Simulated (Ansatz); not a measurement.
# C8H14ClNZr: a ladder of functionals and wavefunction methods

The task here is to estimate one member of a computed series from the others.

Computed with Ansatz 0.2.0, Gaussian basis. Level: functionals in def2-TZVPP, the program's frozen cores in correlated methods.

The runs, in order: LDA (SPW92), PBE-D4, revPBE-D4, BLYP-D4, r2SCAN-D4, B97M-V, PBE0-D4, B3LYP-D4, r2SCANh-D4, r2SCAN0-D4, HSE06-D4, BHLYP-D4, CAM-B3LYP-D4, LC-ωPBE, ωB97X-V, ωB97M-V, B2PLYP, PBE-QIDH; CCSD(T)/def2-SVP; CCSD(T)/def2-TZVPP; MP2/def2-QZVPP; extrapolation to the limit; RPA on PBE.

## Structure used throughout

The geometry comes from an earlier relaxation with PBE0-D4 in a triple-zeta def2 set; it is a stationary point, not always the lowest conformer. Zr takes the def2 core potential; no spin-orbit term is included.

SMILES `C[N](C)[Zr]1234([CH3])([Cl])[C@H]5[C@@H]1[C@@H]2[C@@H]3[C@H]54`, 25 atoms, charge 0, spin multiplicity 1.

Atoms are counted from 1 here; the program's logs count them from 0.

Bond lengths: C1–N2 1.434 Å, C1–H12 1.090 Å, C1–H13 1.100 Å, C1–H14 1.100 Å, N2–C3 1.449 Å, N2–Zr4 2.015 Å, C3–H15 1.098 Å, C3–H16 1.102 Å, C3–H17 1.098 Å, Zr4–C5 2.245 Å, Zr4–Cl6 2.404 Å, Zr4–C7 2.508 Å, Zr4–C8 2.500 Å, Zr4–C9 2.496 Å, Zr4–C10 2.511 Å, Zr4–C11 2.517 Å, C5–H18 1.094 Å, C5–H19 1.099 Å and more. Angles: N2–C1–H12 110.8°, N2–C1–H13 111.4°, N2–C1–H14 111.5°, H12–C1–H13 107.9°, H12–C1–H14 107.9°, H13–C1–H14 107.1°, C1–N2–C3 112.3°, C1–N2–Zr4 142.7°, C3–N2–Zr4 105.0°, N2–C3–H15 111.9°, N2–C3–H16 111.5°, N2–C3–H17 111.8°, H15–C3–H16 106.0°, H15–C3–H17 108.7°, H16–C3–H17 106.5°, N2–Zr4–C5 102.5°, N2–Zr4–Cl6 111.0°, N2–Zr4–C7 86.5° and more.

Geometry (Å):

```
atom    x (Å)    y (Å)    z (Å)
  C1   1.6277   0.8474   1.8539
  N2   0.3991   0.9606   1.1232
  C3  -0.2504   2.2387   1.3342
 Zr4  -0.8089  -0.0356  -0.1454
  C5  -0.7191   1.2314  -1.9968
 Cl6  -3.0959   0.0583   0.5886
  C7   0.4612  -2.0972   0.5059
  C8  -0.8023  -2.5277   0.0504
  C9  -0.8902  -2.2335  -1.3259
 C10   0.3210  -1.6273  -1.7249
 C11   1.1558  -1.5439  -0.5920
 H12   2.0957  -0.1212   1.6779
 H13   2.3437   1.6277   1.5581
 H14   1.4636   0.9527   2.9361
 H15  -0.5044   2.3994   2.3906
 H16  -1.2003   2.3061   0.7804
 H17   0.3724   3.0754   0.9901
 H18   0.2961   1.4221  -2.3583
 H19  -1.1687   2.2041  -1.7543
 H20  -1.2949   0.8055  -2.8259
 H21   0.8241  -2.1691   1.5206
 H22  -1.5809  -2.9691   0.6549
 H23  -1.7495  -2.4128  -1.9567
 H24   0.5601  -1.2808  -2.7181
 H25   2.1450  -1.1112  -0.5666
```

Set-up of the first run:

in.yaml reads:

```yaml
crystal:
  periodic: [false, false, false]
  atoms:
    - {symbol: C, position_ang: [1.627681, 0.847353, 1.853904]}
    - {symbol: N, position_ang: [0.399127, 0.960613, 1.123165]}
    - {symbol: C, position_ang: [-0.250358, 2.238746, 1.334215]}
    - {symbol: Zr, position_ang: [-0.808905, -0.035558, -0.145396]}
    - {symbol: C, position_ang: [-0.719138, 1.231449, -1.996849]}
    - {symbol: Cl, position_ang: [-3.095902, 0.058309, 0.588614]}
    - {symbol: C, position_ang: [0.461189, -2.097179, 0.505901]}
    - {symbol: C, position_ang: [-0.802347, -2.527681, 0.050403]}
    - {symbol: C, position_ang: [-0.890243, -2.233519, -1.325918]}
    - {symbol: C, position_ang: [0.320989, -1.627345, -1.724903]}
    - {symbol: C, position_ang: [1.155783, -1.543926, -0.592003]}
    - {symbol: H, position_ang: [2.095744, -0.121206, 1.677881]}
    - {symbol: H, position_ang: [2.343745, 1.627662, 1.558071]}
    - {symbol: H, position_ang: [1.463567, 0.952685, 2.936144]}
    - {symbol: H, position_ang: [-0.504437, 2.399366, 2.390632]}
    - {symbol: H, position_ang: [-1.200287, 2.306122, 0.780427]}
    - {symbol: H, position_ang: [0.372387, 3.075446, 0.990071]}
    - {symbol: H, position_ang: [0.296119, 1.422076, -2.358295]}
    - {symbol: H, position_ang: [-1.168658, 2.204102, -1.754262]}
    - {symbol: H, position_ang: [-1.294914, 0.805473, -2.825890]}
    - {symbol: H, position_ang: [0.824079, -2.169071, 1.520591]}
    - {symbol: H, position_ang: [-1.580854, -2.969055, 0.654879]}
    - {symbol: H, position_ang: [-1.749454, -2.412841, -1.956664]}
    - {symbol: H, position_ang: [0.560079, -1.280833, -2.718063]}
    - {symbol: H, position_ang: [2.145000, -1.111178, -0.566646]}
basis:
  gaussian: {orbitals: def2-TZVPP}
hamiltonian: {xc: lda}
output: {orbitals: {seedname: orbitals}}
```

Steps of the session up to this table: LDA; PBE-D4 (GGA); revPBE-D4 (GGA); BLYP-D4 (GGA); r2SCAN-D4 (meta-GGA); B97M-V (meta-GGA); PBE0-D4 (hybrid); B3LYP-D4 (hybrid); r2SCANh-D4 (hybrid); r2SCAN0-D4 (hybrid); HSE06-D4 (hybrid); BHLYP-D4 (hybrid); CAM-B3LYP-D4 (range-separated); LC-ωPBE (range-separated); ωB97X-V (range-separated); ωB97M-V (range-separated); B2PLYP (double hybrid); PBE-QIDH (double hybrid).

One of the session's tables, all rows but one given; the rest of the session is left out.

It belongs to the step «Orbital energies across the functionals». 

| functional | HOMO (eV) | gap (eV) |
| --- | --- | --- |
| LDA (SPW92) | -5.60 | 3.57 |
| PBE-D4 | -5.45 | 3.66 |
| revPBE-D4 | -5.39 | 3.70 |
| BLYP-D4 | -5.33 | 3.67 |
| r2SCAN-D4 | -5.65 | 4.04 |
| B97M-V | -5.75 | 4.13 |
| PBE0-D4 | -6.63 | 5.72 |
| B3LYP-D4 | -6.44 | 5.32 |
| r2SCANh-D4 | -6.10 | 4.81 |
| r2SCAN0-D4 | -6.78 | 5.98 |
| HSE06-D4 | -6.23 | 4.95 |
| BHLYP-D4 | ? | ? |
| CAM-B3LYP-D4 | -7.99 | 8.15 |
| LC-ωPBE | -9.30 | 10.57 |
| ωB97X-V | -8.98 | 10.16 |
| ωB97M-V | -8.91 | 9.94 |

Estimate the missing values for BHLYP-D4.

Worked estimate for «HOMO (eV)». Against the share of exact exchange, BLYP-D4 (0, -5.33), B3LYP-D4 (0.2, -6.44) give a slope of -5.55 per unit share; at 0.5 the line stands at -8.10.

The run gave: HOMO (eV): -7.77; gap (eV): 7.86. In «HOMO (eV)» the line misses by -0.33.
